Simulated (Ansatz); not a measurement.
# AgAu in Ansatz: tuning ndim

Aim: find the choice of ndim that runs AgAu fastest, at r2SCAN+U. This setting moves, with any that are tied to it; all else stays.

Program: Ansatz 0.2.0. These are calculated values, not measurements. Logs are shortened: lines on timing, memory, paths and dates and some standing lists are left out, and cuts for length are marked.

## (1) The structure

The cell holds a slab with vacuum, 6 atoms: a = 2.915 Å, b = 2.915 Å, c = 26.827 Å, α = 90.00°, β = 90.00°, γ = 120.00°.

## (2) With ndim 1

input.yaml

```yaml
crystal:
  lattice:
    - [2.9151757342, 0.0, 0.0]
    - [-1.4575878671, 2.5246162423, 0.0]
    - [0.0, 0.0, 26.8266026957]
  atoms:
    - { symbol: Au, position: [0.3333333333, 0.6666666667, 0.2795732313] }
    - { symbol: Ag, position: [0.6666666667, 0.3333333333, 0.3677439388] }
    - { symbol: Au, position: [0.0, 0.0, 0.4559146463] }
    - { symbol: Ag, position: [0.3333333334, 0.6666666667, 0.5440853537] }
    - { symbol: Au, position: [0.6666666667, 0.3333333333, 0.6322560612] }
    - { symbol: Ag, position: [0.0, 0.0, 0.7204267687] }
hamiltonian:
  xc: r2scan
  pseudopotentials: { kind: paw }
  hubbard:
    sites:
      - { species: Ag, l: d, u_eff: 5.3 }
      - { species: Au, l: d, u_eff: 3.5 }
kpoints:
  mp_grid: { grid: [8, 8, 1] }
scf:
  occupations: { method: fermi_dirac, width: 0.05 }
  mixing: { ndim: 1 }
output:
  forces: true
  eigenvalues: true
efield:
  axis: 3
  dipole_correction: true
  ramp_width: 0.04
```

Potentials or basis: Ansatz PAW.

Started as:

```console
ansatz run input.yaml --threads 8 --pin off --max-ram 65536MiB --backend cpu --events-out ev --progress --plain --runs-dir out
```

It took 64 s on 8 threads of Arm Neoverse N1, host not shared; peak memory 1.5 GiB.

Results (log left out):

* Free energy: -62300.1301 eV
* Largest force: 0.176 eV/Å
* Band gap on the k mesh: none (metal or under the smearing width)
* Work function of the upper face: 4.64 eV
* Work function of the lower face: 5.01 eV
* Dipole across the slab: 0.015 e·Å

## (3) With ndim 2

Changes to input.yaml since step 2:

```diff
@@ -23,3 +23,3 @@
   occupations: { method: fermi_dirac, width: 0.05 }
-  mixing: { ndim: 1 }
+  mixing: { ndim: 2 }
 output:
```

Potentials or basis: Ansatz PAW.

Started as:

```console
ansatz run input.yaml --threads 8 --pin off --max-ram 65536MiB --backend cpu --events-out ev --progress --plain --runs-dir out
```

It took 9.9 s on 8 threads of Arm Neoverse N1, host not shared; peak memory 1.3 GiB.

The run converged. Its results:

```
Free energy                     : -62300.1301 eV
Largest force                   : 0.176 eV/Å
Band gap on the k mesh          : none (metal or under the smearing width)
Work function of the upper face : 4.64 eV
Work function of the lower face : 5.01 eV
Dipole across the slab          : 0.015 e·Å
```

## (4) With ndim 4

Changes to input.yaml since step 3:

```diff
@@ -23,3 +23,3 @@
   occupations: { method: fermi_dirac, width: 0.05 }
-  mixing: { ndim: 2 }
+  mixing: { ndim: 4 }
 output:
```

Started as:

```console
ansatz run input.yaml --threads 8 --pin off --max-ram 65536MiB --backend cpu --events-out ev --progress --plain --runs-dir out
```

Wall time 7.8 s (8 threads of Arm Neoverse N1, host not shared); peak memory 1.3 GiB.

It converged, with:

| Item | Value |
| --- | --- |
| Free energy | -62300.1301 eV |
| Largest force | 0.176 eV/Å |
| Band gap on the k mesh | none (metal or under the smearing width) |
| Work function of the upper face | 4.64 eV |
| Work function of the lower face | 5.01 eV |
| Dipole across the slab | 0.015 e·Å |

## (5) With ndim 8

Changes to input.yaml since step 4:

```diff
@@ -23,3 +23,3 @@
   occupations: { method: fermi_dirac, width: 0.05 }
-  mixing: { ndim: 4 }
+  mixing: { ndim: 8 }
 output:
```

Started as:

```console
ansatz run input.yaml --threads 8 --pin off --max-ram 65536MiB --backend cpu --events-out ev --progress --plain --runs-dir out
```

Wall time 7.5 s (8 threads of Arm Neoverse N1, host not shared); peak memory 1.3 GiB.

It converged, with:

- Free energy: -62300.1301 eV
- Largest force: 0.176 eV/Å
- Band gap on the k mesh: none (metal or under the smearing width)
- Work function of the upper face: 4.64 eV
- Work function of the lower face: 5.01 eV
- Dipole across the slab: 0.015 e·Å

## (6) With ndim 12

Changes to input.yaml since step 5:

```diff
@@ -23,3 +23,3 @@
   occupations: { method: fermi_dirac, width: 0.05 }
-  mixing: { ndim: 8 }
+  mixing: { ndim: 12 }
 output:
```

Potentials or basis: Ansatz PAW.

Started as:

```console
ansatz run input.yaml --threads 8 --pin off --max-ram 65536MiB --backend cpu --events-out ev --progress --plain --runs-dir out
```

Wall time 7.5 s (8 threads of Arm Neoverse N1, host not shared); peak memory 1.3 GiB.

The run converged. Its results:

| Quantity | Value |
| --- | --- |
| Free energy | -62300.1301 eV |
| Largest force | 0.176 eV/Å |
| Band gap on the k mesh | none (metal or under the smearing width) |
| Work function of the upper face | 4.64 eV |
| Work function of the lower face | 5.01 eV |
| Dipole across the slab | 0.015 e·Å |

## (7) With ndim 20

Changes to input.yaml since step 6:

```diff
@@ -23,3 +23,3 @@
   occupations: { method: fermi_dirac, width: 0.05 }
-  mixing: { ndim: 12 }
+  mixing: { ndim: 20 }
 output:
```

Potentials or basis: Ansatz PAW.

Started as:

```console
ansatz run input.yaml --threads 8 --pin off --max-ram 65536MiB --backend cpu --events-out ev --progress --plain --runs-dir out
```

Log:

```text
Warning: RAYON_NUM_THREADS=56 ignored (pool sized by the plan → 8); use --threads N
Au: projections on atomic orbitals take those of the free atom [Kr 4d10 4f14] 5s2 5p6 5d10 6s1, of charge +0.00 (hamiltonian.pseudopotentials.projection_atoms); the dataset's partial waves leave at most 9.9e-5 of an orbital's norm unspanned inside its sphere
Ag: projections on atomic orbitals take those of the free atom [Ar 3d10] 4s2 4p6 4d10 5s1, of charge +0.00 (hamiltonian.pseudopotentials.projection_atoms); the dataset's partial waves leave at most 1.2e-5 of an orbital's norm unspanned inside its sphere
Engine: ansatz 0.2.0, aarch64-unknown-linux-gnu
Pseudopotentials: kind: paw
Pseudopotential: Au, paw, valence charge 19, recommended cutoff 500 eV (meta_gga), Au.paw.azcp
Pseudopotential: Ag, paw, valence charge 19, recommended cutoff 500 eV (meta_gga), Ag.paw.azcp
Functional definition: r2SCAN
  parameter k0 = 0.174
  parameter k1 = 0.065
  parameter a1 = 4.9479
  exchange = r2scan_x(k0 = k0, k1 = k1, a1 = a1)
  correlation = r2scan_c
Crystal: 6 atoms, lattice volume = 197.436 Å³
Basis set: ecut = 500 eV, 5065 PW (Γ), exchange–correlation on 96×96×800 points (64 copies of the dense FFT grid, shifted against one another)
Bands: 69, of which v1, the nominal top of the filled ones, is band 57 counted from 1 (56 counted from 0)
Symmetry: 6 space group operations
Space group: P3m1 (ITA 156), of the structure as read, at distance tolerance 5.8e-5 Å
k-points: 10 of 64 (time reversal used)
Non-local potential: Au, projectors of the file, l = 0: 3, l = 1: 2, l = 2: 2, l = 3: 1
Non-local potential: Ag, projectors of the file, l = 0: 3, l = 1: 2, l = 2: 2, l = 3: 1
PAW form: soft (Blöchl's): semilocal exchange-correlation on the pseudo side does not see the compensation charge
PAW frozen core: Au, regenerated for the run's functional (the file was generated under x = pbe(κ = 0.804, μ = 0.2195149727645171), c = pbe(β = 0.06672455060314922))
PAW frozen core: Ag, regenerated for the run's functional (the file was generated under x = pbe(κ = 0.804, μ = 0.2195149727645171), c = pbe(β = 0.06672455060314922))
PAW one-centre angular grid: Au, 590 points (default); XC on 160 Gauss nodes
PAW one-centre angular grid: Ag, 590 points (default); XC on 160 Gauss nodes
Initial density: superposition of atomic densities (neutral atoms: chi_scale 0, normalization atom)
[... 22 lines left out ...]
Entropy (-TS):   -0.021536 eV (-3.589 meV/atom)
Fermi energy:    7.309945 eV
Dipole field:    D = 0.013802 V/Å  (p = 0.015059 e·Å, saw-weighted, corrected)
Work function:   Φ+ = 4.6423 eV   Φ− = 5.0126 eV
Levels:          The Fermi level and band energies are counted from a zero that moves with the ramp; work functions are not
--- Per-component energies (eV) ---
  E_band       = -2814.179622
  E_kinetic    = 3408.927782
  E_local      = -174158.238902  (includes V_loc(G=0)·N_el)
  E_nonlocal   = 477.312966
  E_hartree    = 85795.998606
  E_xc         = -1187.953044
  E_vxc        = -1706.749165  (∫ρ·V_xc dr)
  E_hubbard    = 1.276841  (on-site DFT+U / exact-exchange correction)
  E_vhub       = -128.153007  (the Hubbard potential's part of the band-sum identity)
  E_paw        = -40967.762274  (= ΣΔE_a)
  E_vpaw       = -2419.009801  (= ΣTr[D̂ρ^β])
  E_aug_tail   = 0.002372  (compensation charges beyond the density's cutoff)
  E_vtau       = 119.764325  (kinetic-family band-sum trace: ∫τ·v_τ [+ j·A + Jᵃ·Aᵃ] dr)
  E_efield     = 0.000104  (sawtooth field / dipole correction)
  E_vefield    = 0.000208  (∫n·V_field dr)
  E_ewald      = 64332.383904
  E_core_change = -2.056903  (= ΣΔE_core)
  E_smearing   = -0.021536  (= −TS)
  E_closure    = 0.000000  (closes the sum)
  Σ components = -62300.130085   (vs F -62300.130085, Δ=0.00e0)
--- Forces (eV/Å), atoms counted from 1 ---
  atom   1  Au    -0.00000000     0.00000000    -0.12723498
  atom   2  Ag     0.00000000    -0.00000000     0.10400945
  atom   3  Au     0.00000000     0.00000000    -0.06754338
  atom   4  Ag     0.00000000     0.00000000     0.05519712
  atom   5  Au     0.00000000     0.00000000    -0.14051714
  atom   6  Ag     0.00000000    -0.00000000     0.17607363
  max |Σ_I F_I| component: 1.53e-5 eV/Å
--- Band table (eV; the first three rows and the last of 10) ---
  k-point 0: bands = ["-99.6090", "-99.6037", "-99.5048", "-86.6894", "-86.6203", "-86.5287", "-50.5392", "-50.5309", "-50.4129", "-50.4129", "-50.4071", "-50.4071", "-50.3675", "-50.3329", "-50.3329", "-49.3166", "-49.2831", "-49.2831", "-49.2460", "-49.2129", "-49.2129", "-49.1501", "-49.1197", "-49.1197", "-1.3904", "-1.0631", "-0.6932", "-0.6383", "-0.4292", "-0.3762", "0.1938", "0.1938", "0.2811", "0.2811", "0.4393", "0.4393", "0.8247", "0.8393", "0.8393", "0.9427", "1.0292", "1.0292", "1.3193", "1.3193", "1.6146", "1.7200", "1.7200", "1.8848", "1.8848", "1.9859", "1.9859", "3.0193", "3.0193", "3.0363", "3.1897", "3.1897", "3.3209", "3.3209", "4.7711", "6.8275", "7.7555", "11.7429", "12.0667", "13.0822", "13.2404", "15.1579", "15.4085", "17.6765", "18.1978"]
  k-point 1: bands = ["-99.6074", "-99.6022", "-99.5032", "-86.6876", "-86.6185", "-86.5268", "-50.5366", "-50.5282", "-50.4375", "-50.4316", "-50.4191", "-50.4133", "-50.3650", "-50.3573", "-50.3391", "-49.3152", "-49.3006", "-49.2876", "-49.2445", "-49.2304", "-49.2174", "-49.1485", "-49.1374", "-49.1242", "-1.0322", "-0.7523", "-0.4112", "-0.3528", "-0.1553", "-0.0865", "0.1078", "0.1660", "0.3088", "0.4040", "0.4912", "0.5563", "0.6059", "0.6494", "0.8442", "0.8740", "1.0287", "1.0292", "1.2830", "1.2897", "1.5358", "1.6934", "1.7890", "1.8448", "1.9814", "2.1060", "2.1930", "2.4472", "2.5417", "2.8917", "2.9878", "3.1584", "3.2923", "4.1298", "5.6260", "7.5463", "8.7690", "12.0150", "12.4023", "13.4243", "13.5824", "15.5261", "15.7156", "18.0558", "18.4948"]
  k-point 2: bands = ["-99.6045", "-99.5993", "-99.5002", "-86.6839", "-86.6148", "-86.5229", "-50.5298", "-50.5215", "-50.4958", "-50.4900", "-50.4339", "-50.4281", "-50.4154", "-50.3583", "-50.3538", "-49.3424", "-49.3116", "-49.2982", "-49.2722", "-49.2409", "-49.2280", "-49.1793", "-49.1443", "-49.1349", "-0.6605", "-0.5560", "-0.5002", "-0.3542", "-0.2895", "-0.1979", "-0.0569", "0.2123", "0.2405", "0.5133", "0.7374", "0.7625", "0.9060", "0.9668", "0.9909", "1.0697", "1.1519", "1.1643", "1.2473", "1.4364", "1.6132", "1.7985", "1.9948", "2.1194", "2.2532", "2.5723", "2.7306", "2.7852", "2.8511", "2.9035", "3.0868", "3.2591", "3.5298", "5.4666", "7.0871", "9.0245", "10.8301", "12.8560", "13.4809", "14.4783", "14.6391", "16.5287", "16.6670", "17.4225", "17.9016"]
  k-point 9: bands = ["-99.6001", "-99.5949", "-99.4958", "-86.6779", "-86.6088", "-86.5168", "-50.5496", "-50.5437", "-50.5173", "-50.5093", "-50.5071", "-50.5012", "-50.4689", "-50.4266", "-50.3462", "-49.3810", "-49.3507", "-49.3109", "-49.3050", "-49.2805", "-49.2340", "-49.2181", "-49.1876", "-49.1366", "-0.7427", "-0.5085", "-0.3836", "-0.2863", "-0.2732", "-0.2068", "-0.1092", "-0.1050", "0.0246", "0.1534", "0.4392", "0.4859", "0.5198", "0.6966", "0.9580", "1.1321", "1.4121", "1.5650", "1.6605", "1.7885", "2.1077", "2.2526", "2.3031", "2.3660", "2.4755", "2.7146", "2.8063", "3.0203", "3.1609", "3.2769", "9.5126", "9.7066", "10.1805", "10.5319", "10.9577", "11.2543", "11.9862", "12.4980", "13.1655", "13.5036", "13.6996", "14.3993", "14.8058", "15.5013", "15.8854"]
Occupation matrices written to <dir>
```

occupation_matrices:

```text
# The occupation matrices of the corrected shells as a run of Ansatz 0.0.0 ended. An entry of
# hamiltonian.hubbard.sites starts from them by `starting_ns: <path of this file>`, where that key's refused
# combinations let it.
# Free energy -62300.130085 eV.
# projection_atom_Au: [Kr 4d10 4f14] 5s2 5p6 5d10 6s1
[... 59 lines left out ...]
      - [2.168404344971009e-19, -0.0030636623611762824, 0.0, -2.168404344971009e-19, 0.9839755361274869]
  site5_d:
    matrix:
      - [0.9953901382071295, 0.0, -4.0657581468206416e-20, -1.7162920390445535e-16, 0.0]
      - [0.0, 0.995568636095338, 5.421010862427522e-20, -1.3552527156068805e-20, -0.0014127232856823361]
      - [-6.776263578034403e-20, 0.0, 0.9955686360953375, -0.0014127232856823357, 0.0]
      - [-1.7157499379583108e-16, 0.0, -0.0014127232856823357, 0.9924374475954334, 0.0]
      - [0.0, -0.0014127232856823361, 1.3552527156068805e-20, 0.0, 0.9924374475954333]
```

Run time: 7.5 s. Hardware: 8 threads of Arm Neoverse N1, host not shared; peak memory 1.3 GiB.

What came out:

```yaml
Free_energy: -62300.1301 eV
Largest_force: 0.176 eV/Å
Band_gap_on_the_k_mesh: none (metal or under the smearing width)
Work_function_of_the_upper_face: 4.64 eV
Work_function_of_the_lower_face: 5.01 eV
Dipole_across_the_slab: 0.015 e·Å
```

## (8) Summary

| ndim | energy less the last converged row (meV/atom) | SCF cycles | wall time (s) | peak memory (GiB) |
| --- | --- | --- | --- | --- |
| 1 | 0.00 | 38 | 64 | 1.5 |
| 2 | 0.00 | 16 | 9.9 | 1.3 |
| 4 | 0.00 | 11 | 7.8 | 1.3 |
| 8 | 0.00 | 10 | 7.5 | 1.3 |
| 12 | 0.00 | 10 | 7.5 | 1.3 |
| 20 | 0.00 | 10 | 7.5 | 1.3 |

Fastest here: 12 (7.5 s), level within noise with 4, 8, 20; slowest of those that converged: 1 (64 s). These are single runs, one after another on one machine, so differences under about a fifth mean little.

Caveats: U without spin polarisation on a metal has little footing; the PAW data sets come from PBE, with cores solved anew for the run's functional, which leaves a small shift of forces and pressure; the U is typed as a test and isn't derived for this compound.
